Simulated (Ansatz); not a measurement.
# Cl2FHSi: molecular dynamics

The plan is to follow the molecule's vibrations and see whether its bonds hold. The start is relaxed first. Runs: 500 steps of 1 fs under a Nosé-Hoover thermostat at 50 K. SMILES of the start: F[SiH](Cl)Cl.

Program: Ansatz 0.2.0. Level of theory: RHF/def2-SVP. These are calculated values, not measurements.

## Step 1: The starting structure

Bond lengths: Si1–H2 1.460 Å, Si1–Cl3 2.130 Å, Si1–F4 1.589 Å, Si1–Cl5 2.128 Å. Angles: H2–Si1–Cl3 109.4°, H2–Si1–F4 109.5°, H2–Si1–Cl5 109.5°, Cl3–Si1–F4 109.5°, Cl3–Si1–Cl5 109.5°, F4–Si1–Cl5 109.5°.

As a file:

```xyz
5

Si    0.0000    0.0000    0.0000
H     0.0000    0.0000    1.4600
Cl    2.0086    0.0000   -0.7093
F    -0.7489    1.2974   -0.5295
Cl   -1.0032   -1.7381   -0.7093
```

## Step 2: Relaxing the start

input.yaml

```yaml
crystal:
  periodic: [false, false, false]
  atoms:
    - { symbol: Si, position_ang: [0.0, 0.0, 0.0] }
    - { symbol: H, position_ang: [0.0, 0.0, 1.46] }
    - { symbol: Cl, position_ang: [2.0086, 0.0, -0.7093] }
    - { symbol: F, position_ang: [-0.7489, 1.2974, -0.5295] }
    - { symbol: Cl, position_ang: [-1.0032, -1.7381, -0.7093] }
basis:
  gaussian: { orbitals: def2-SVP }
hamiltonian:
  xc: hf
relax:
  f_tol: 0.02
  max_steps: 40
output:
  orbitals: {}
```

On the command line:

```console
$ ansatz run input.yaml --threads 2 --pin off --max-ram 3072MiB --backend cpu --events-out ev --progress --plain --runs-dir out
```

The program printed (excerpt; [...] marks lines left out):

```text
Warning: RAYON_NUM_THREADS=2 ignored (pool sized by the plan → 2); use --threads N
[...]
Functional definition: HF
[...]
709 factors; integrals over basis functions are off by at most 2.6e-4 eV
[...]
mean field -35582.95552814 eV, -1307.6494966657 hartree, gradient 1.7e-5 eV, S^2 0.000000; 0 other end points of the search recorded, 0 dependent functions left out
[...]
reference -35582.95552814 eV, -1307.6494966657 hartree; 29, 29 occupied and 44, 44 virtual orbitals, 709 factors
relax step   1: F+E_penalty+E_count = -35582.95552814 eV  Δ(F+E_penalty+E_count) = +0.000e0 eV  max|allowed force component| = 1.685e0 eV/Å  Δτ_max = 0.0000 Å  (26 SCF iters, accepted)
[...]
relax step   5: F+E_penalty+E_count = -35583.13304298 eV  Δ(F+E_penalty+E_count) = -1.254e-5 eV  max|allowed force component| = 5.715e-2 eV/Å  Δτ_max = 0.0022 Å  (23 SCF iters, accepted)
[...]
relax step   6: F+E_penalty+E_count = -35583.13309811 eV  Δ(F+E_penalty+E_count) = -5.513e-5 eV  max|allowed force component| = 3.004e-3 eV/Å  Δτ_max = 0.0011 Å  (17 SCF iters, accepted)
709 factors; integrals over basis functions are off by at most 2.5e-4 eV
mean field -35583.13309811 eV, -1307.6560222415 hartree, gradient 3.8e-5 eV, S^2 0.000000; 1 other end points of the search recorded, 0 dependent functions left out
[...]
reference -35583.13309811 eV, -1307.6560222415 hartree; 29, 29 occupied and 44, 44 virtual orbitals, 709 factors
Total energy: -35583.13309811 eV, -1307.6560222415 hartree
Atom 0 at     0.017848    -0.030243     0.003204 Å, force     0.000205    -0.000070     0.001400 eV/Å
Atom 1 at     0.003672    -0.005988     1.458078 Å, force    -0.000512     0.000716    -0.003004 eV/Å
Atom 2 at     1.930263     0.002437    -0.699432 Å, force    -0.000883    -0.000430     0.000110 eV/Å
Atom 3 at    -0.728794     1.263128    -0.550117 Å, force     0.000399    -0.000858     0.001326 eV/Å
Atom 4 at    -0.966488    -1.670035    -0.699833 Å, force     0.000791     0.000641     0.000168 eV/Å
Dipole moment:     0.041854    -0.072605     0.284413 e Å
```

Wall time 4.5 s (2 threads of Arm Neoverse V1, shared host); peak memory 0.12 GiB.

Relaxation path:

```csv
step,energy from step 1 (eV),largest force component (eV/Å)
1,0.0000,1.6851
2,-0.1702,0.3190
3,-0.1770,0.0774
4,-0.1775,0.0530
5,-0.1775,0.0571
6,-0.1776,0.0030
```

Step 1 is the start.

After: Bond lengths: Si1–H2 1.455 Å, Si1–Cl3 2.038 Å, Si1–F4 1.593 Å, Si1–Cl5 2.038 Å. Angles: H2–Si1–Cl3 110.7°, H2–Si1–F4 109.2°, H2–Si1–Cl5 110.7°, Cl3–Si1–F4 107.9°, Cl3–Si1–Cl5 110.3°, F4–Si1–Cl5 107.9°.

## Step 3: Dynamics

500 steps of 1 fs under a Nosé-Hoover thermostat at 50 K, from the relaxed start.

input.yaml

```yaml
crystal:
  periodic: [false, false, false]
  atoms:
    - { symbol: Si, position_ang: [0.017848, -0.030243, 0.003204] }
    - { symbol: H, position_ang: [0.003672, -0.005988, 1.458078] }
    - { symbol: Cl, position_ang: [1.930263, 0.002437, -0.699432] }
    - { symbol: F, position_ang: [-0.728794, 1.263128, -0.550117] }
    - { symbol: Cl, position_ang: [-0.966488, -1.670035, -0.699833] }
basis:
  gaussian: { orbitals: def2-SVP }
hamiltonian:
  xc: hf
md:
  timestep: 1.0
  n_steps: 500
  ensemble: nvt_nose_hoover
  temperature: 50.0
  initial_velocities: maxwell_boltzmann
  seed: 537723
  nose_hoover: { tau: 20.0, chain_length: 3 }
```

On the command line:

```console
$ ansatz run input.yaml --threads 2 --pin off --max-ram 3072MiB --backend cpu --events-out ev --progress --plain --runs-dir out
```

The program printed (excerpt; [...] marks lines left out):

```text
Warning: RAYON_NUM_THREADS=2 ignored (pool sized by the plan → 2); use --threads N
[...]
Functional definition: HF
[...]
707 factors; integrals over basis functions are off by at most 6.8e-4 eV
[...]
mean field -35583.13312389 eV, -1307.6560231891 hartree, gradient 1.2e-5 eV, S^2 0.000000; 0 other end points of the search recorded, 0 dependent functions left out
[...]
reference -35583.13312389 eV, -1307.6560231891 hartree; 29, 29 occupied and 44, 44 virtual orbitals, 707 factors
md step     0: t =     0.00 fs  T =    50.0 K  F+E_penalty+E_count = -35583.13312389 eV  E_kin = 0.019389 eV  conserved = -35583.11373489 eV  (26 SCF iters)
[...]
md step    20: t =    20.00 fs  T =    42.6 K  F+E_penalty+E_count = -35583.12547599 eV  E_kin = 0.016536 eV  conserved = -35583.11371597 eV  (22 SCF iters)
[...]
md step    40: t =    40.00 fs  T =    40.7 K  F+E_penalty+E_count = -35583.10612694 eV  E_kin = 0.015800 eV  conserved = -35583.11362315 eV  (22 SCF iters)
[...]
md step    60: t =    60.00 fs  T =    42.7 K  F+E_penalty+E_count = -35583.10006763 eV  E_kin = 0.016562 eV  conserved = -35583.11359030 eV  (22 SCF iters)
[...]
md step    80: t =    80.00 fs  T =    72.1 K  F+E_penalty+E_count = -35583.10794812 eV  E_kin = 0.027962 eV  conserved = -35583.11361409 eV  (22 SCF iters)
md step    81: t =    81.00 fs  T =    75.0 K  F+E_penalty+E_count = -35583.10881738 eV  E_kin = 0.029073 eV  conserved = -35583.11349903 eV  (22 SCF iters)
```

## Step 4: The output, continued: dynamics from the start

The log, continued (excerpt; [...] marks lines left out):

```text
md step    82: t =    82.00 fs  T =    73.0 K  F+E_penalty+E_count = -35583.10781211 eV  E_kin = 0.028326 eV  conserved = -35583.11330140 eV  (22 SCF iters)
[...]
md step   107: t =   107.00 fs  T =    45.4 K  F+E_penalty+E_count = -35583.12359453 eV  E_kin = 0.017613 eV  conserved = -35583.11366206 eV  (22 SCF iters)
[...]
md step   132: t =   132.00 fs  T =    26.6 K  F+E_penalty+E_count = -35583.12163587 eV  E_kin = 0.010327 eV  conserved = -35583.11363257 eV  (23 SCF iters)
[...]
md step   157: t =   157.00 fs  T =    34.8 K  F+E_penalty+E_count = -35583.11438151 eV  E_kin = 0.013483 eV  conserved = -35583.11329737 eV  (23 SCF iters)
[...]
md step   182: t =   182.00 fs  T =    56.2 K  F+E_penalty+E_count = -35583.11485807 eV  E_kin = 0.021794 eV  conserved = -35583.11332447 eV  (22 SCF iters)
md step   183: t =   183.00 fs  T =    56.9 K  F+E_penalty+E_count = -35583.11482424 eV  E_kin = 0.022065 eV  conserved = -35583.11319045 eV  (23 SCF iters)
md step   184: t =   184.00 fs  T =    65.7 K  F+E_penalty+E_count = -35583.11818612 eV  E_kin = 0.025496 eV  conserved = -35583.11328166 eV  (23 SCF iters)
```

## Step 5: More of the same log: dynamics from the start

The log, continued (excerpt; [...] marks lines left out):

```text
md step   185: t =   185.00 fs  T =    79.4 K  F+E_penalty+E_count = -35583.12357109 eV  E_kin = 0.030774 eV  conserved = -35583.11352585 eV  (22 SCF iters)
[...]
md step   206: t =   206.00 fs  T =    78.9 K  F+E_penalty+E_count = -35583.12440164 eV  E_kin = 0.030611 eV  conserved = -35583.11365836 eV  (22 SCF iters)
[...]
md step   227: t =   227.00 fs  T =    31.9 K  F+E_penalty+E_count = -35583.10831842 eV  E_kin = 0.012366 eV  conserved = -35583.11357918 eV  (22 SCF iters)
[...]
md step   248: t =   248.00 fs  T =    38.1 K  F+E_penalty+E_count = -35583.10450504 eV  E_kin = 0.014784 eV  conserved = -35583.11339030 eV  (27 SCF iters)
[...]
md step   499: t =   499.00 fs  T =    38.1 K  F+E_penalty+E_count = -35583.11595743 eV  E_kin = 0.014766 eV  conserved = -35583.11359282 eV  (22 SCF iters)
[...]
md step   500: t =   500.00 fs  T =    38.1 K  F+E_penalty+E_count = -35583.11544098 eV  E_kin = 0.014756 eV  conserved = -35583.11362239 eV  (27 SCF iters)
Total energy: -35583.11544098 eV, -1307.6553733542 hartree
Atom 0 at     0.015844    -0.010859    -0.013325 Å, force     0.253187    -0.963342     0.464560 eV/Å
Atom 1 at     0.022600    -0.010702     1.437866 Å, force    -0.046953     0.053550     0.103594 eV/Å
Atom 2 at     1.925589    -0.011424    -0.695509 Å, force     0.194570     0.100007    -0.159235 eV/Å
Atom 3 at    -0.738346     1.263455    -0.534270 Å, force    -0.375644     0.728612    -0.376456 eV/Å
Atom 4 at    -0.955646    -1.671572    -0.698579 Å, force    -0.025160     0.081173    -0.032464 eV/Å
Dipole moment:     0.041780    -0.026003     0.253954 e Å
```

Wall time 4 min (2 threads of Arm Neoverse V1, shared host); peak memory 0.12 GiB.

## Step 6: What the atoms did

One step in 36; energies are changes from step 0:

```csv
time (fs),T (K),potential energy change (meV/atom),conserved energy change (meV/atom)
0.0,50,0.0,0.00
36.0,48,4.3,0.07
72.0,60,5.8,0.06
108.0,36,2.5,0.04
144.0,11,4.1,0.07
180.0,58,3.4,0.03
216.0,28,5.5,0.10
252.0,76,3.1,0.03
288.0,52,2.9,0.04
324.0,44,2.5,0.06
360.0,116,3.5,0.02
396.0,22,6.2,0.09
432.0,19,1.9,0.02
468.0,12,2.2,0.03
500.0,38,3.5,0.02
```

time (fs), T (K) and a bar:
```
      0.0         50 ############
     22.0         32 ######
     43.0         14 
     65.0         56 ##############
     87.0        105 ##############################
    109.0         26 ####
    130.0         14 
    152.0         55 ##############
    174.0         60 ###############
    196.0         17 #
    217.0         33 ######
    239.0         81 ######################
    261.0         73 ###################
    283.0         22 ###
    304.0         39 ########
    326.0         53 #############
    348.0         57 ##############
    370.0         57 ##############
    391.0         54 #############
    413.0         58 ###############
    435.0         15 #
    457.0         16 #
    478.0         31 ######
    500.0         38 ########
```

Maxima of the velocity power spectrum (cm⁻¹, relative height; resolution about 130 cm⁻¹): 200 (58), 570 (28), 980 (100), 2500 (59).

## Step 7: Frames from the trajectory

Positions (Å) and forces (eV/Å):

```xyz
5
time_fs=62.0 T=33 dE=0.0373
Si    0.023   -0.052   -0.019    0.596   -0.652   -0.058
H    -0.003   -0.088    1.413    0.069    0.112    0.539
Cl    1.961    0.042   -0.691   -0.351   -0.161    0.033
F    -0.709    1.230   -0.552   -0.439    0.794   -0.313
Cl   -1.012   -1.672   -0.688    0.125   -0.093   -0.201
5
time_fs=125.0 T=21 dE=0.0134
Si    0.006   -0.017    0.009    0.536   -0.493    0.491
H     0.015    0.003    1.478   -0.073    0.029   -0.302
Cl    1.915   -0.015   -0.704    0.073    0.086    0.012
F    -0.729    1.261   -0.548   -0.329    0.542   -0.181
Cl   -0.942   -1.663   -0.703   -0.208   -0.164   -0.020
5
time_fs=188.0 T=75 dE=0.0113
Si    0.024   -0.034   -0.018   -0.090   -0.117    0.770
H     0.044   -0.020    1.456   -0.095    0.002   -0.390
Cl    1.933    0.010   -0.692    0.218   -0.023   -0.213
F    -0.726    1.264   -0.543   -0.077    0.088   -0.109
Cl   -0.977   -1.675   -0.694    0.043    0.051   -0.057
5
time_fs=250.0 T=38 dE=0.0298
Si    0.040   -0.048    0.002   -0.994    0.677   -0.695
H    -0.021   -0.018    1.427    0.104    0.000    0.686
Cl    1.926    0.015   -0.695    0.489   -0.055   -0.148
F    -0.728    1.254   -0.561    0.351   -0.474    0.223
Cl   -0.979   -1.663   -0.697    0.050   -0.148   -0.066
5
time_fs=312.0 T=29 dE=0.0168
Si    0.014   -0.027    0.003   -0.365    0.822    0.265
H    -0.005    0.030    1.470    0.002   -0.079   -0.264
Cl    1.912   -0.018   -0.701    0.302    0.079   -0.085
F    -0.740    1.287   -0.546    0.309   -0.587    0.159
Cl   -0.939   -1.666   -0.701   -0.249   -0.234   -0.075
5
time_fs=375.0 T=50 dE=0.0295
Si    0.030   -0.068   -0.022    0.141    0.749    0.772
H     0.051   -0.047    1.457   -0.079   -0.025   -0.483
Cl    1.956    0.040   -0.688   -0.109   -0.184   -0.126
F    -0.720    1.239   -0.558    0.084   -0.175    0.064
Cl   -1.008   -1.664   -0.687   -0.037   -0.365   -0.227
5
time_fs=438.0 T=22 dE=0.0055
Si    0.015   -0.029    0.005    0.143   -0.227   -0.075
H    -0.015   -0.021    1.449    0.034    0.056    0.254
Cl    1.921   -0.001   -0.700    0.137    0.018    0.001
F    -0.722    1.258   -0.552   -0.191    0.325   -0.099
Cl   -0.958   -1.665   -0.699   -0.123   -0.172   -0.082
5
time_fs=500.0 T=38 dE=0.0177
Si    0.016   -0.011   -0.013    0.253   -0.963    0.465
H     0.023   -0.011    1.438   -0.047    0.054    0.104
Cl    1.926   -0.011   -0.696    0.195    0.100   -0.159
F    -0.738    1.264   -0.534   -0.376    0.729   -0.377
Cl   -0.956   -1.672   -0.699   -0.025    0.081   -0.033
```

## Step 8: Summary of results

```
                              quantity                       value
               relaxation of the start     5 moves, 0.178 eV lower
                                length           500 steps of 1 fs
      temperature, first and last step                 50 and 38 K
              temperature, second half  mean 45 K, from 9 to 126 K
         potential energy, second half  +3 meV/atom from the start
largest change of the conserved energy               0.15 meV/atom
                bonds formed or broken                           0
```

In words: Against a set 50 K the second half averages 45 K with a spread of 25 K. The conserved energy strays from its start by at most 0.15 meV/atom, 4.4 % of the mean kinetic energy, fair for a step of 1 fs. The bonding pattern survives the run. A run of 500 fs with 5 atoms shows the motion but fixes no equilibrium value. The nuclei move classically, without zero-point motion, which matters most for hydrogen.
